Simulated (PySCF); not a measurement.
# Solver options tried on AsF2⁺

Do solver options change the result for AsF2⁺, or only the number of cycles?

Method: each script names its method and basis; program: PySCF 2.14.0.

1 further run of the same task is left out (it didn't finish).

## 1. Where the work starts

AsF2⁺: 3 atoms, charge 1, spin multiplicity 1.

Bond lengths: As1–F2 1.656 Å, As1–F3 1.656 Å. Angles: F2–As1–F3 98.4°.

## 2. The base run

File input.py:

```python
from pyscf import gto, scf
from pyscf.prop.polarizability import rhf as pol

mol = gto.M(
    atom='As 0 0 -0.3631; F 1.254 0 0.7189; F -1.254 0 0.7189',
    basis='6-31g*',
    charge=1,
    spin=0,
    verbose=4,
)
mf = scf.RHF(mol)
mf.kernel()
print('polarizability (a.u.)')
print(pol.Polarizability(mf).polarizability().round(4))
mf.dip_moment()
print('orbital energies (hartree):', mf.mo_energy[..., max(0, mol.nelec[1]-3):mol.nelec[0]+3].round(4))
```

Launch:

```
$ OMP_NUM_THREADS=1 python input.py
```

Its log is not repeated here.

It gives: E(SCF) = -2432.471017 Eh, 10 cycles, α(xx, yy, zz) = 20.5, 15.3, 16.4 bohr³.

The dipole of an ion depends on the origin.

## 3. Damping 0.5

Run 1 changes damping: none → 0.5.

File input.py:

```python
from pyscf import gto, scf
from pyscf.prop.polarizability import rhf as pol

mol = gto.M(
    atom='As 0 0 -0.3631; F 1.254 0 0.7189; F -1.254 0 0.7189',
    basis='6-31g*',
    charge=1,
    spin=0,
    verbose=4,
)
mf = scf.RHF(mol)
mf.damp = 0.5
mf.diis_start_cycle = 8
mf.kernel()
print('polarizability (a.u.)')
print(pol.Polarizability(mf).polarizability().round(4))
mf.dip_moment()
print('orbital energies (hartree):', mf.mo_energy[..., max(0, mol.nelec[1]-3):mol.nelec[0]+3].round(4))
```

Launch:

```
$ OMP_NUM_THREADS=1 python input.py
```

## 4. DIIS space 2

Run 2 changes DIIS space: default → 2.

input.py, as its differences from that of step 2:

```diff
@@ -11,2 +11,3 @@
 mf = scf.RHF(mol)
+mf.diis_space = 2
 mf.kernel()
```

What does the calculation give? Wanted: for each run, E(SCF); from base; gap.

As calculated:

```csv
run,E(SCF) (hartree),from base (eV),cycles,gap (eV)
base,-2432.471017,0,10,13.85
damping 0.5,-2432.471017,0.0000,13,13.85
DIIS space 2,-2432.471017,0.0000,14,13.85
```

Distance from each run's final energy (log10 hartree) by cycle:

```csv
run,cycle 1,cycle 2,cycle 3,cycle 5,cycle 8,cycle 12
base,-1.0,-1.4,-3.1,-4.8,-8.4,done
damping 0.5,-1.0,-1.8,-2.4,-3.2,-4.6,-9.4
DIIS space 2,-1.0,-1.4,-3.1,-4.6,-6.2,-8.4
```

**Reading.** The SCF energy stays the same, to the digits that matter, with damping 0.5 or DIIS space 2. The base needs 10 cycles and the run with DIIS space 2 needs 14.
